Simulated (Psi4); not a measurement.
# SnCl3F (SMILES [F][Sn]([Cl])([Cl])[Cl]): PBE0/def2-TZVP (density fitting, core potential, sweep point 3)

We compute a single-point energy of SnCl3F. 

Program for the calculation: Psi4 1.11.

7 further runs of the same task are left out: 1 that didn't finish, 6 set aside as unsound or not needed.

## (1) The system as given

The species is SnCl3F (5 atoms), meant as a singlet with charge 0. As SMILES, `[F][Sn]([Cl])([Cl])[Cl]`. Geometry: relaxed at PBE0-D4/def2-TZVP.

Bond lengths: F1–Sn2 1.892 Å, Sn2–Cl3 2.279 Å, Sn2–Cl4 2.279 Å, Sn2–Cl5 2.279 Å. Angles: F1–Sn2–Cl3 107.4°, F1–Sn2–Cl4 107.4°, F1–Sn2–Cl5 107.4°, Cl3–Sn2–Cl4 111.5°, Cl3–Sn2–Cl5 111.5°, Cl4–Sn2–Cl5 111.5°.

## (2) The energy at PBE0/def2-TZVP (density fitting, core potential, sweep point 3)

File cl3fsn.dat:

```
memory 1600 mb

molecule {
  0 1
  F     -0.364500    -0.145800     1.881000
  Sn    -0.005600    -0.002300     0.029100
  Cl     1.736400    -1.396300    -0.436200
  Cl    -1.895500    -0.628100    -1.080500
  Cl     0.529300     2.172500    -0.393500
  symmetry c1
}

set globals {
  basis def2-TZVP
  scf_type df
  scf_initial_accelerator none
}

E, wfn = energy("pbe0", return_wfn=True)
```

Launch:

```bash
$ psi4 -n 1 cl3fsn.dat cl3fsn.out
```

cl3fsn.out:

```text
[...]
    !!!  WARNING: ECP capability is in beta. Please check occupations closely.  !!!
[...]
  Running in c1 symmetry.
[...]
  Nuclear repulsion =  509.773037494940183
[...]
  Multiplicity = 1
[...]
  Nalpha       = 41
  Nbeta        = 41
[...]
    Number of basis functions: 192
[...]
 WARNING: Atomic UHF is not converging! Try casting from a smaller basis or call Rob at CCMST.
   -------------------------
[...]
   @DF-RKS iter   1: -1694.19787588690815   -1.19117e+00   4.43650e-03 DIIS
[...]
   @DF-RKS iter   8: -1694.45868044066924   -1.13075e-07   5.24710e-07 DIIS
[...]
    Orbital Energies [Eh]
    ---------------------
    Doubly Occupied:
       1A   -101.735582     2A   -101.735580     3A   -101.735542
       4A    -24.763523     5A     -9.561772     6A     -9.561766
       7A     -9.561732     8A     -7.294378     9A     -7.294366
      10A     -7.294319    11A     -7.288198    12A     -7.288192
      13A     -7.288164    14A     -7.288147    15A     -7.288146
      16A     -7.288116    17A     -5.243268    18A     -3.576873
      19A     -3.576872    20A     -3.575631    21A     -1.225015
      22A     -1.147565    23A     -1.147564    24A     -1.139658
      25A     -1.139652    26A     -1.114922    27A     -0.883420
      28A     -0.859951    29A     -0.859936    30A     -0.567948
      31A     -0.465879    32A     -0.457808    33A     -0.457803
      34A     -0.419449    35A     -0.419443    36A     -0.382181
[...]
  @DF-RKS Final Energy: -1694.45868044066924
   => Energetics <=
    Nuclear Repulsion Energy =            509.7730374949401835
    One-Electron Energy =               -3438.5984830433239949
    Two-Electron Energy =                1319.7924832895762393
    DFT Exchange-Correlation Energy =     -85.4257181818615692
    Empirical Dispersion Energy =           0.0000000000000000
    VV10 Nonlocal Energy =                  0.0000000000000000
    Total Energy =                      -1694.4586804406692409
[...]
 Multipole Moments:
 ------------------------------------------------------------------------------------
     Multipole            Electronic (a.u.)      Nuclear  (a.u.)        Total (a.u.)
 ------------------------------------------------------------------------------------
 L = 1.  Multiply by 2.5417464519 to convert [e a0] to [Debye]
 Dipole X            :         -1.9745600            2.0609923            0.0864323
 Dipole Y            :         -0.7921908            0.8266729            0.0344820
 Dipole Z            :         10.1955014          -10.6405806           -0.4450792
 Magnitude           :                                                    0.4547032
[...]
```

Run time: 20 s. Hardware: 1 thread of Intel Xeon Platinum 8175M at 2.50GHz (Skylake/Cascade Lake), shared host; peak memory 0.79 GiB.

## (3) What came out

At PBE0/def2-TZVP (density fitting, core potential, sweep point 3):

| quantity | value |
| --- | --- |
| total energy | -1694.45868 Eh |
| dipole moment | 1.16 D |
| HOMO energy | -9.95 eV |
| LUMO energy | -3.21 eV |
| HOMO–LUMO gap | 6.74 eV |
